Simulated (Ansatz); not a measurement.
# GaNH4 + SiH4: a complex and its separated parts

The complex below is one end of an elementary step. How strongly is it bound against its free parts?

The runs use Ansatz 0.2.0, Gaussian basis; PBE0-D4/def2-TZVP structures, single points in def2-TZVPP, no counterpoise correction.

Levels: SPW92, PBE-D4, BLYP-D4, r2SCAN-D4, B97M-V, PBE0-D4, B3LYP-D4, r2SCAN0-D4, BHLYP-D4, CAM-B3LYP-D4, wB97X-V, wB97M-V, B2PLYP, PBE-QIDH, RPA on PBE, Hartree-Fock, MP2, CCSD, CCSD(T).

Correlated methods freeze the cores. Filled d shells of the heavier atoms are correlated. B3LYP uses VWN-RPA correlation. B2PLYP carries no dispersion term here.

94 further runs of the same task are left out: 94 set aside as unsound or not needed.

### Step 1. Starting geometry

The complex: 11 atoms, charge 0, spin multiplicity 1.

Atoms are counted from 1 here; the program's logs count them from 0.

Bond lengths: Ga1–H3 1.563 Å, Ga1–H4 1.563 Å, Ga1–N6 1.816 Å, Si2–H5 1.493 Å, Si2–H7 1.484 Å, Si2–H8 1.483 Å, Si2–H9 1.483 Å, N6–H10 1.005 Å, N6–H11 1.005 Å. Angles: H3–Ga1–H4 125.8°, H3–Ga1–N6 117.0°, H4–Ga1–N6 117.0°, H5–Si2–H7 108.5°, H5–Si2–H8 108.5°, H5–Si2–H9 109.1°, H7–Si2–H8 110.2°, H7–Si2–H9 110.3°, H8–Si2–H9 110.3°, Ga1–N6–H10 123.9°, Ga1–N6–H11 123.9°, H10–N6–H11 111.9°.

As a file:

```
Ga   -0.5168    0.5936   -1.2456
Si    0.6774   -1.7127    1.2054
H     0.8021    0.1320   -1.9454
H    -1.7973   -0.2788   -1.0411
H     0.3784   -0.2750    0.9369
N    -0.6125    2.3325   -0.7305
H     2.1097   -1.8353    1.5716
H    -0.1784   -2.1705    2.3272
H     0.3902   -2.5033   -0.0154
H    -1.4046    2.7357   -0.2604
H     0.1517    2.9818   -0.8027
```

Its parts: GaNH4 holds atoms 1, 3, 4, 6, 10, 11; SiH4 holds atoms 2, 5, 7, 8, 9. Each part counts its atoms afresh in its own runs.

### Step 2. Relaxing GaNH4 alone

relax-a/in.yaml

```yaml
crystal:
  periodic: [false, false, false]
  atoms:
    - {symbol: Ga, position_ang: [-0.516799, 0.593604, -1.245576]}
    - {symbol: H, position_ang: [0.802059, 0.132021, -1.945402]}
    - {symbol: H, position_ang: [-1.797277, -0.278768, -1.041114]}
    - {symbol: N, position_ang: [-0.612486, 2.332456, -0.730465]}
    - {symbol: H, position_ang: [-1.404562, 2.735669, -0.260429]}
    - {symbol: H, position_ang: [0.151731, 2.981829, -0.802662]}
basis:
  gaussian: {orbitals: def2-TZVP}
hamiltonian: {xc: pbe0, dispersion: d4}
relax: {f_tol: 0.005, max_steps: 200}
```

Started as:

```
> ansatz run in.yaml --threads 4 --pin off --events-out ev --progress --plain --max-ram 9574MiB
```

After this run come: Relaxing SiH4 alone; SPW92/def2-TZVPP; PBE-D4/def2-TZVPP; BLYP-D4/def2-TZVPP; r2SCAN-D4/def2-TZVPP; B97M-V/def2-TZVPP; PBE0-D4/def2-TZVPP; B3LYP-D4/def2-TZVPP; r2SCAN0-D4/def2-TZVPP; BHLYP-D4/def2-TZVPP; CAM-B3LYP-D4/def2-TZVPP; wB97X-V/def2-TZVPP; wB97M-V/def2-TZVPP; B2PLYP/def2-TZVPP; PBE-QIDH/def2-TZVPP; RPA on PBE/def2-TZVPP; CCSD(T)/def2-TZVPP; Vibrations of GaNH4; Vibrations of SiH4.

**Question.** What will these runs give? Wanted: complex less parts, CCSD(T)/def2-TZVPP; with zero-point energy; largest T1 diagnostic.

**Answer**, as computed:

```
                              quantity      value
complex less parts, CCSD(T)/def2-TZVPP  -0.071 eV
                with zero-point energy  -0.040 eV
                 largest T1 diagnostic      0.014
```

**Reading.** At CCSD(T) the complex lies 0.071 eV below its parts. Among the functionals CAM-B3LYP-D4 lands nearest to CCSD(T) (-0.001 eV) and SPW92 farthest (-0.102 eV). wB97X-V is as near within the digits shown. Mean unsigned error by rung: LDA 0.102, GGA 0.018, meta-GGA 0.010, hybrid 0.020, range-separated hybrid 0.003, double hybrid 0.037 eV. PBE-D4 gives a relative energy 0.031 eV too low, an error of 44 % of the reference. The complex's frequency run has imaginary modes: the structure is no minimum, so both the energy and the zero-point correction are in doubt. No counterpoise was applied, and triple zeta lacks some correlation, so the CCSD(T) reference has a basis error of its own, and close matches with it are partly luck.
